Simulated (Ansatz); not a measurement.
# Ir4W (R-3m) in Ansatz: reference runs

How does Ir4W come out in PBE? The cell is run as given and disturbed.

All numbers are computed with Ansatz 0.2.0; they aren't measurements. Logs are shortened: lines on timing, memory, paths and dates and some standing lists are left out, and cuts for length are marked.

### 1 Starting point

The structure is trigonal, space group R-3m (No. 166). Conventional cell: a = 2.756 Å, b = 2.756 Å, c = 33.932 Å, α = 90.00°, β = 90.00°, γ = 120.00°. Ir (site symmetry 3m) has 9 Ir at 2.76 to 2.80 Å and 3 W at 2.76 Å as nearest neighbours. Around Ir (site symmetry 3m) lie 12 Ir at 2.72 to 2.80 Å. W (site symmetry -3m) is surrounded by 6 W at 2.76 Å and 6 Ir at 2.76 Å.

The cell comes from a database or a generator and needn't be the stable form of this composition.

### 2 Single point, PBE

The input, input.yaml:

```yaml
crystal:
  lattice:
    - [1.3778399727, 0.7954962791, 11.3105617925]
    - [-1.3778399727, 0.7954962791, 11.3105617925]
    - [0.0, -1.5909925582, 11.3105617925]
  atoms:
    - { symbol: Ir, position: [0.399668, 0.399668, 0.399668] }
    - { symbol: Ir, position: [0.800809, 0.800809, 0.800809] }
    - { symbol: Ir, position: [0.199191, 0.199191, 0.199191] }
    - { symbol: Ir, position: [0.600332, 0.600332, 0.600332] }
    - { symbol: W, position: [0.0, 0.0, 0.0] }
hamiltonian:
  xc: pbe
  pseudopotentials: { kind: paw }
kpoints:
  mp_grid: { grid: [11, 11, 11] }
scf:
  occupations: { method: fermi_dirac, width: 0.05 }
output:
  forces: true
  stress: true
  eigenvalues: true
```

Potentials or basis: Ansatz PAW.

The run is started by

```sh
> ansatz run input.yaml --threads 2 --pin off --max-ram 5120MiB --backend cpu --events-out ev --progress --plain --runs-dir out
```

Log:

```text
Warning: RAYON_NUM_THREADS=2 ignored (pool sized by the plan → 2); use --threads N
basis.fft_grid_basis auto: the FFT boxes are laid along the combinations [[1, 0, -1], [0, 1, -1], [0, 0, 1]] of the cell's own vectors, 2.756, 2.756 and 11.422 Å long. The dense box has 20×20×80 points. Along the cell's own vectors, as sized, it would have 80×80×80, 16.00 times as many. Of the 12 symmetry operations that the crystal satisfies within crystal.symmetry.tolerance (time reversal apart; of a slab, those that keep its plane) the dense box along the cell's own vectors carries 12, and the one as laid loses 8 of those. basis.fft_grid_basis: typed keeps the cell's own vectors: state it where this run's energies or levels are differenced outside the engine with another run's, or held beside a run that keeps those vectors.
Engine: ansatz 0.2.0, x86_64-unknown-linux-gnu
Pseudopotentials: kind: paw
Pseudopotential: Ir, paw, valence charge 17, recommended cutoff 420 eV (normal), Ir.paw.azcp
Pseudopotential: W, paw, valence charge 14, recommended cutoff 420 eV (normal), W.paw.azcp
Functional definition: PBE
  parameter kappa = 0.804
  parameter beta = 0.06672455060314922
  exchange = pbe_x(kappa = kappa, mu = beta*pi^2/3)
  correlation = pbe_c(beta = beta)
Crystal: 5 atoms, lattice volume = 74.383 Å³
Basis set: ecut = 420 eV, 1453 PW (Γ), FFT grids on a1−a3, a2−a3, a3, exchange–correlation on 40×40×160 points (8 copies of the dense FFT grid, shifted against one another)
Bands: 50, of which v1, the nominal top of the filled ones, is band 41 counted from 1 (40 counted from 0)
Symmetry: 12 space group operations
Space group: R-3m (ITA 166), of the structure as read, at distance tolerance 4.2e-5 Å
k-points: 146 of 1331
Non-local potential: Ir, projectors of the file, l = 0: 3, l = 1: 2, l = 2: 2, l = 3: 1
Non-local potential: W, projectors of the file, l = 0: 3, l = 1: 2, l = 2: 2, l = 3: 1
PAW form: soft (Blöchl's): semilocal exchange-correlation on the pseudo side does not see the compensation charge
PAW one-centre angular grid: Ir, 590 points (default); XC on 64 Gauss nodes
PAW one-centre angular grid: W, 590 points (default); XC on 64 Gauss nodes
Initial density: superposition of atomic densities (neutral atoms: chi_scale 0, normalization atom), corrected by the library's trained network
Initial wavefunctions: pseudopotential atomic-orbital guess
Functional: x = pbe(κ = 0.804, μ = 0.2195149727645171), c = pbe(β = 0.06672455060314922)
SCF iter   1: F=—  HF=-58126.305544 eV  |F-HF|=—  |Δ(HF+E_count)|=         —  Δρ=9.41e-3  dr2=2.17e-1  ethr=1.77e-3  ⟨swp⟩=6.1  Hψ=23642  notcnv=0  defer=33
preconditioner: auto → Kerker (q_TF=auto, 2.773 Å⁻¹)  [metal: Δε(μ)=0.002 eV  Ē_g=6.452 eV  σ=0.050 eV  W_gap=0.01  n_scr=26 (ndim 8)  ℏωp=27.9 eV  f_vac=0.000  D(μ)=6.11/eV (n_scr^D=72)]
SCF iter   2: F=—  HF=-58126.303488 eV  |F-HF|=—  |Δ(HF+E_count)|=   2.06e-3  Δρ=4.98e-3  dr2=6.92e-2  ethr=2.64e-4  ⟨swp⟩=1.2  Hψ=8499  notcnv=0  defer=52
SCF iter   3: F=—  HF=-58126.301990 eV  |F-HF|=—  |Δ(HF+E_count)|=   1.50e-3  Δρ=5.55e-4  dr2=1.77e-3  ethr=8.44e-5  ⟨swp⟩=1.0  Hψ=7125  notcnv=0  defer=52
SCF iter   4: F=—  HF=-58126.301901 eV  |F-HF|=—  |Δ(HF+E_count)|=   8.86e-5  Δρ=1.50e-4  dr2=1.46e-4  ethr=2.16e-6  ⟨swp⟩=1.0  Hψ=7126  notcnv=0  defer=52
SCF iter   5: F=—  HF=-58126.301894 eV  |F-HF|=—  |Δ(HF+E_count)|=   7.21e-6  Δρ=4.22e-5  dr2=5.34e-6  ethr=1.78e-7  ⟨swp⟩=1.1  Hψ=7150  notcnv=0  defer=52
SCF iter   6: F=—  HF=-58126.301877 eV  |F-HF|=—  |Δ(HF+E_count)|=   1.72e-5  Δρ=9.51e-6  dr2=7.73e-8  ethr=1.22e-10  ⟨swp⟩=6.6  Hψ=29688  notcnv=0
SCF iter   7: F=-58126.301877 eV  HF=-58126.301877 eV  |F-HF|=2.64e-9  |Δ(HF+E_count)|=   1.75e-9  Δρ=1.60e-6  dr2=4.04e-9  ethr=9.43e-11  ⟨swp⟩=2.2  Hψ=20816  notcnv=0
SCF 1 converged in 7 iterations: F = -58126.301877 eV  dr2 = 4.04e-9
SCF converged after 7 iterations
Free energy (F): -58126.301877 eV
Harris-Foulkes:  -58126.301877 eV  (|F-HF|=2.64e-9)
Internal energy: -58126.251824 eV  (E = F + TS)
E sigma→0 (E₀):  -58126.276850 eV
Entropy (-TS):   -0.050053 eV (-10.011 meV/atom)
Fermi energy:    24.187356 eV
--- Per-component energies (eV) ---
  E_band       = -480.903258
  E_kinetic    = 2938.776454
  E_local      = -5230.370263  (includes V_loc(G=0)·N_el)
  E_nonlocal   = 290.691817
  E_hartree    = 2005.005226
  E_xc         = -1338.013095
  E_vxc        = -1438.105904  (∫ρ·V_xc dr)
  E_paw        = -45455.671833  (= ΣΔE_a)
  E_vpaw       = -1051.906897  (= ΣTr[D̂ρ^β])
  E_aug_tail   = 0.000177  (compensation charges beyond the density's cutoff)
  E_ewald      = -11336.670307
  E_smearing   = -0.050053  (= −TS)
  E_closure    = 0.000000  (closes the sum)
  Σ components = -58126.301877   (vs F -58126.301877, Δ=0.00e0)
--- Forces (eV/Å), atoms counted from 1 ---
  atom   1  Ir     0.00000000     0.00000000    -0.02239234
  atom   2  Ir     0.00000000    -0.00000000    -0.01444725
  atom   3  Ir     0.00000000     0.00000000     0.01444725
  atom   4  Ir     0.00000000    -0.00000000     0.02239234
  atom   5  W      0.00000000     0.00000000     0.00000000
  max |Σ_I F_I| component: 3.47e-18 eV/Å
--- Stress (GPa, compression-positive) ---
       -1.008887       0.000000       0.000000
        0.000000      -1.008887       0.000000
        0.000000       0.000000      -2.182346
  P = ⅓ Tr σ = -1.4000 GPa (-14.000 kbar)
--- Band table (eV; the first three rows and the last of 146) ---
  k-point 0: bands = ["-68.4999", "-68.4683", "-68.3645", "-68.3642", "-49.8072", "-25.6127", "-25.3550", "-25.1690", "-25.1181", "-25.1181", "-25.0636", "-25.0636", "-25.0558", "-24.9901", "-24.9901", "-24.9877", "-24.9877", "-14.1993", "-13.4222", "-13.4222", "13.7292", "15.2199", "15.3506", "16.5908", "17.0461", "20.0307", "20.3859", "20.6388", "20.6388", "20.7413", "20.7413", "20.8865", "20.8865", "21.0811", "21.0811", "21.3792", "22.5389", "22.5503", "22.5503", "22.7157", "23.1225", "23.1225", "23.1593", "23.1593", "24.5492", "24.5492", "24.6330", "24.6330", "27.4681", "27.4681"]
  k-point 1: bands = ["-68.4965", "-68.4660", "-68.3617", "-68.3615", "-49.7984", "-25.5997", "-25.3538", "-25.1816", "-25.1520", "-25.1302", "-25.0913", "-25.0727", "-25.0678", "-25.0298", "-25.0209", "-24.9999", "-24.9970", "-14.1852", "-13.5246", "-13.4455", "14.0475", "15.4764", "15.6834", "16.8851", "17.3598", "19.8121", "20.1887", "20.4003", "20.5896", "20.7630", "20.8777", "20.9092", "20.9931", "21.1338", "21.3174", "21.3643", "21.8123", "22.0346", "22.5024", "22.6115", "22.7121", "23.0129", "23.5136", "23.5141", "24.4826", "24.5726", "24.8047", "25.5950", "27.4556", "27.8073"]
  k-point 2: bands = ["-68.4871", "-68.4599", "-68.3543", "-68.3541", "-49.7749", "-25.5660", "-25.3709", "-25.2607", "-25.2198", "-25.1623", "-25.1522", "-25.1406", "-25.1166", "-25.0976", "-25.0548", "-25.0260", "-25.0218", "-14.1472", "-13.7932", "-13.5073", "14.9300", "16.1540", "16.4876", "17.6021", "18.1248", "19.2600", "19.8290", "19.9081", "20.1541", "20.3379", "20.6586", "21.0042", "21.1779", "21.2562", "21.5481", "21.7454", "21.8302", "21.8976", "22.0624", "22.3021", "22.9376", "23.3554", "23.3948", "23.6863", "24.4409", "24.9008", "25.4328", "27.1804", "27.3967", "28.4884"]
  k-point 145: bands = ["-68.4965", "-68.4660", "-68.3617", "-68.3615", "-49.7984", "-25.6005", "-25.3502", "-25.1869", "-25.1521", "-25.1303", "-25.0918", "-25.0727", "-25.0646", "-25.0300", "-25.0209", "-24.9999", "-24.9970", "-14.1852", "-13.5246", "-13.4455", "14.3275", "14.6324", "16.5549", "16.7209", "17.3172", "20.0268", "20.2792", "20.3522", "20.3970", "20.6139", "20.8379", "20.8588", "20.9504", "20.9741", "21.1909", "21.2268", "21.8604", "22.1007", "22.4125", "22.8026", "23.0347", "23.0527", "23.4525", "23.9880", "24.2397", "24.2902", "24.9232", "25.5685", "27.4619", "28.0424"]
```

Wall time 22 s (2 threads of Intel Xeon at 2.50GHz (Skylake/Cascade Lake), shared host); peak memory 0.65 GiB.

What came out:

```yaml
Free_energy: -58126.3019 eV
Pressure: -1.4 GPa
Largest_force: 0.022 eV/Å
Band_gap_on_the_k_mesh: none (metal or under the smearing width)
```

Forces on the atoms (eV/Å):
```
Ir   0.000  0.000 -0.022
Ir   0.000  0.000 -0.014
Ir   0.000  0.000  0.014
Ir   0.000  0.000  0.022
W    0.000  0.000  0.000
```

Levels at points of the mesh, in eV from the Fermi level:
```csv
k point,band 36,band 37,band 38,band 39,band 40,band 41,band 42,band 43,band 44,band 45
"(0.00, 0.00, 0.00)",-2.81,-1.65,-1.64,-1.64,-1.47,-1.06,-1.06,-1.03,-1.03,0.36
```

The run has no spin-orbit coupling, so splittings on Ir, W are missing.

### 3 Single point, PBE (atoms moved at random, drawn with an rms of 0.05 Å)

The input, input.yaml:

```yaml
crystal:
  lattice:
    - [1.3778399727, 0.7954962791, 11.3105617925]
    - [-1.3778399727, 0.7954962791, 11.3105617925]
    - [0.0, -1.5909925582, 11.3105617925]
  atoms:
    - { symbol: Ir, position: [0.409854, 0.38792, 0.396185] }
    - { symbol: Ir, position: [0.812188, 0.817242, 0.775464] }
    - { symbol: Ir, position: [0.178385, 0.213447, 0.204618] }
    - { symbol: Ir, position: [0.601439, 0.607472, 0.590548] }
    - { symbol: W, position: [-0.00965, -0.017089, 0.027023] }
hamiltonian:
  xc: pbe
  pseudopotentials: { kind: paw }
kpoints:
  mp_grid: { grid: [11, 11, 11] }
scf:
  occupations: { method: fermi_dirac, width: 0.05 }
output:
  forces: true
  stress: true
  eigenvalues: true
  write_density: true
  write_potential: true
  elf: true
  volumetric_format: npy
```

Potentials or basis: Ansatz PAW.

The run is started by

```sh
> ansatz run input.yaml --threads 2 --pin off --max-ram 5120MiB --backend cpu --events-out ev --progress --plain --runs-dir out
```

Log:

```text
Warning: RAYON_NUM_THREADS=2 ignored (pool sized by the plan → 2); use --threads N
basis.fft_grid_basis auto: the FFT boxes are laid along the combinations [[1, -1, 0], [0, 1, 0], [0, -1, 1]] of the cell's own vectors, 2.756, 11.422 and 2.756 Å long. The dense box has 20×80×20 points. Along the cell's own vectors, as sized, it would have 80×80×80, 16.00 times as many. basis.fft_grid_basis: typed keeps the cell's own vectors: state it where this run's energies or levels are differenced outside the engine with another run's, or held beside a run that keeps those vectors. Those combinations have planes normal to reciprocal vector 3, as the cell's own vectors have. Each planar average written beside output.write_density, output.write_potential has a row for each plane of the box: 20. The volumetric files lie along those combinations, not along the cell's own vectors: a cube or XSF file states them, and fields.json those of NumPy files.
Engine: ansatz 0.2.0, x86_64-unknown-linux-gnu
Pseudopotentials: kind: paw
Pseudopotential: Ir, paw, valence charge 17, recommended cutoff 420 eV (normal), Ir.paw.azcp
Pseudopotential: W, paw, valence charge 14, recommended cutoff 420 eV (normal), W.paw.azcp
Functional definition: PBE
  parameter kappa = 0.804
  parameter beta = 0.06672455060314922
  exchange = pbe_x(kappa = kappa, mu = beta*pi^2/3)
  correlation = pbe_c(beta = beta)
Crystal: 5 atoms, lattice volume = 74.383 Å³
Basis set: ecut = 420 eV, 1453 PW (Γ), FFT grids on a1−a2, a2, −a2+a3, exchange–correlation on 40×160×40 points (8 copies of the dense FFT grid, shifted against one another)
Bands: 50, of which v1, the nominal top of the filled ones, is band 41 counted from 1 (40 counted from 0)
Symmetry: 1 space group operations
Space group: P1 (ITA 1), of the structure as read, at distance tolerance 4.2e-5 Å
k-points: 666 of 1331 (time reversal used)
Non-local potential: Ir, projectors of the file, l = 0: 3, l = 1: 2, l = 2: 2, l = 3: 1
Non-local potential: W, projectors of the file, l = 0: 3, l = 1: 2, l = 2: 2, l = 3: 1
PAW form: soft (Blöchl's): semilocal exchange-correlation on the pseudo side does not see the compensation charge
PAW one-centre angular grid: Ir, 590 points (default); XC on 64 Gauss nodes
PAW one-centre angular grid: W, 590 points (default); XC on 64 Gauss nodes
Initial density: superposition of atomic densities (neutral atoms: chi_scale 0, normalization atom), corrected by the library's trained network
Initial wavefunctions: pseudopotential atomic-orbital guess
Functional: x = pbe(κ = 0.804, μ = 0.2195149727645171), c = pbe(β = 0.06672455060314922)
SCF iter   1: F=—  HF=-58126.243872 eV  |F-HF|=—  |Δ(HF+E_count)|=         —  Δρ=1.06e-2  dr2=3.54e-1  ethr=1.77e-3  ⟨swp⟩=6.1  Hψ=108657  notcnv=0  defer=149
preconditioner: auto → Kerker (q_TF=auto, 2.773 Å⁻¹)  [metal: Δε(μ)=0.001 eV  Ē_g=6.468 eV  σ=0.050 eV  W_gap=0.01  n_scr=26 (ndim 8)  ℏωp=27.9 eV  f_vac=0.000  D(μ)=6.06/eV (n_scr^D=72)]
SCF iter   2: F=—  HF=-58126.239177 eV  |F-HF|=—  |Δ(HF+E_count)|=   4.70e-3  Δρ=5.57e-3  dr2=1.17e-1  ethr=4.31e-4  ⟨swp⟩=1.2  Hψ=38753  notcnv=0  defer=231
SCF iter   3: F=—  HF=-58126.236436 eV  |F-HF|=—  |Δ(HF+E_count)|=   2.74e-3  Δρ=6.84e-4  dr2=4.05e-3  ethr=1.42e-4  ⟨swp⟩=1.0  Hψ=32376  notcnv=0  defer=234
SCF iter   4: F=—  HF=-58126.236243 eV  |F-HF|=—  |Δ(HF+E_count)|=   1.92e-4  Δρ=2.00e-4  dr2=2.92e-4  ethr=4.94e-6  ⟨swp⟩=1.0  Hψ=32376  notcnv=0  defer=234
SCF iter   5: F=—  HF=-58126.236231 eV  |F-HF|=—  |Δ(HF+E_count)|=   1.28e-5  Δρ=5.39e-5  dr2=7.28e-6  ethr=3.56e-7  ⟨swp⟩=1.0  Hψ=32394  notcnv=0  defer=234
SCF iter   6: F=—  HF=-58126.236229 eV  |F-HF|=—  |Δ(HF+E_count)|=   1.80e-6  Δρ=1.29e-5  dr2=1.83e-7  ethr=8.87e-9  ⟨swp⟩=2.2  Hψ=41130  notcnv=0  defer=234
SCF iter   7: F=-58126.236229 eV  HF=-58126.236229 eV  |F-HF|=1.31e-8  |Δ(HF+E_count)|=   8.92e-9  Δρ=2.32e-6  dr2=1.60e-8  ethr=1.22e-10  ⟨swp⟩=11.2  Hψ=193897  notcnv=0
SCF 1 converged in 7 iterations: F = -58126.236229 eV  dr2 = 1.60e-8
SCF converged after 7 iterations
Free energy (F): -58126.236229 eV
Harris-Foulkes:  -58126.236229 eV  (|F-HF|=1.31e-8)
Internal energy: -58126.186385 eV  (E = F + TS)
E sigma→0 (E₀):  -58126.211307 eV
Entropy (-TS):   -0.049844 eV (-9.969 meV/atom)
Fermi energy:    24.187213 eV
--- Per-component energies (eV) ---
  E_band       = -481.213137
  E_kinetic    = 2939.503540
  E_local      = -5231.915892  (includes V_loc(G=0)·N_el)
  E_nonlocal   = 290.866859
  E_hartree    = 2005.370143
  E_xc         = -1338.201650
  E_vxc        = -1438.352103  (∫ρ·V_xc dr)
  E_paw        = -45455.785990  (= ΣΔE_a)
  E_vpaw       = -1052.056104  (= ΣTr[D̂ρ^β])
  E_aug_tail   = 0.000179  (compensation charges beyond the density's cutoff)
  E_ewald      = -11336.023574
  E_smearing   = -0.049844  (= −TS)
  E_closure    = 0.000000  (closes the sum)
  Σ components = -58126.236229   (vs F -58126.236229, Δ=0.00e0)
--- Forces (eV/Å), atoms counted from 1 ---
  atom   1  Ir    -0.11593982    -0.11443432     0.71822634
  atom   2  Ir    -0.04846529    -0.32000975    -0.70077503
  atom   3  Ir     0.19059184     0.22518063     0.35470528
  atom   4  Ir    -0.00449692    -0.17531138     0.08492967
  atom   5  W     -0.02169008     0.38457446    -0.45710879
  max |Σ_I F_I| component: 2.25e-5 eV/Å
--- Stress (GPa, compression-positive) ---
       -0.365336       0.115391      -0.099332
        0.115391      -0.350676       0.591676
       -0.099332       0.591676      -0.186564
  P = ⅓ Tr σ = -0.3009 GPa (-3.009 kbar)
--- Band table (eV; the first three rows and the last of 666) ---
  k-point 0: bands = ["-68.5496", "-68.4501", "-68.3501", "-68.3406", "-49.8041", "-25.6550", "-25.3204", "-25.1764", "-25.1613", "-25.1408", "-25.0614", "-25.0573", "-25.0455", "-24.9828", "-24.9740", "-24.9728", "-24.9636", "-14.1954", "-13.4306", "-13.4259", "13.7284", "15.2345", "15.3351", "16.5729", "17.0421", "19.9339", "20.3806", "20.5970", "20.6142", "20.7235", "20.7361", "20.8863", "20.9338", "21.0599", "21.1194", "21.4334", "22.4687", "22.5075", "22.5687", "22.7738", "22.9372", "23.0543", "23.2331", "23.3079", "24.5037", "24.5672", "24.6338", "24.6956", "27.4685", "27.5168"]
  k-point 1: bands = ["-68.5464", "-68.4475", "-68.3473", "-68.3378", "-49.7953", "-25.6423", "-25.3262", "-25.2099", "-25.1651", "-25.1506", "-25.0910", "-25.0637", "-25.0574", "-25.0141", "-25.0027", "-24.9900", "-24.9835", "-14.1813", "-13.5317", "-13.4508", "14.0470", "15.4909", "15.6694", "16.8688", "17.3557", "19.7167", "20.1854", "20.3998", "20.5820", "20.7814", "20.8471", "20.8945", "20.9727", "21.1337", "21.3588", "21.3823", "21.8415", "22.0484", "22.4485", "22.5419", "22.7124", "23.0080", "23.4952", "23.5812", "24.4491", "24.5707", "24.8181", "25.6220", "27.4921", "27.8340"]
  k-point 2: bands = ["-68.5380", "-68.4406", "-68.3398", "-68.3303", "-49.7718", "-25.6100", "-25.3835", "-25.2622", "-25.2108", "-25.1855", "-25.1384", "-25.1230", "-25.1120", "-25.0836", "-25.0544", "-25.0166", "-25.0094", "-14.1435", "-13.8007", "-13.5128", "14.9295", "16.1702", "16.4748", "17.5939", "18.1182", "19.1948", "19.7654", "19.9669", "20.1356", "20.3564", "20.6562", "20.9566", "21.2108", "21.2474", "21.5122", "21.7343", "21.8233", "21.9805", "22.0369", "22.2839", "22.8808", "23.2868", "23.4846", "23.6768", "24.4296", "24.8841", "25.4398", "27.2005", "27.4419", "28.5158"]
  k-point 665: bands = ["-68.5114", "-68.4178", "-68.3158", "-68.3060", "-49.6951", "-25.6872", "-25.6317", "-25.5120", "-25.4877", "-25.3381", "-25.3058", "-25.2042", "-25.1759", "-25.1215", "-25.0960", "-25.0926", "-25.0862", "-14.6126", "-14.0204", "-13.7108", "16.7462", "17.0647", "17.3968", "17.6113", "17.7884", "17.9424", "18.4266", "19.4793", "20.0198", "20.5945", "20.7483", "21.1342", "21.5937", "22.0506", "22.3537", "23.2699", "23.5833", "24.4136", "24.5181", "24.9793", "25.1350", "25.2122", "25.2763", "25.4798", "26.2047", "26.8612", "27.7143", "28.8704", "29.5675", "30.1031"]
```

Run time: 2.9 min. Hardware: 2 threads of Intel Xeon at 2.50GHz (Skylake/Cascade Lake), shared host; peak memory 1.7 GiB.

What came out:

```
Free energy            : -58126.2362 eV
Pressure               : -0.3 GPa
Largest force          : 0.772 eV/Å
Band gap on the k mesh : none (metal or under the smearing width)
```

Forces in eV/Å, atoms in the order of the input:
```
Ir  -0.116 -0.114  0.718
Ir  -0.048 -0.320 -0.701
Ir   0.191  0.225  0.355
Ir  -0.004 -0.175  0.085
W   -0.022  0.385 -0.457
```

Stress tensor (GPa, compression positive):
```
-0.37  0.12 -0.10
 0.12 -0.35  0.59
-0.10  0.59 -0.19
```

Levels at points of the mesh, in eV from the Fermi level:
```
           k point  band 36  band 37  band 38  band 39  band 40  band 41  band 42  band 43  band 44  band 45
(0.00, 0.00, 0.00)    -2.75    -1.72    -1.68    -1.62    -1.41    -1.25    -1.13    -0.95    -0.88     0.32
```
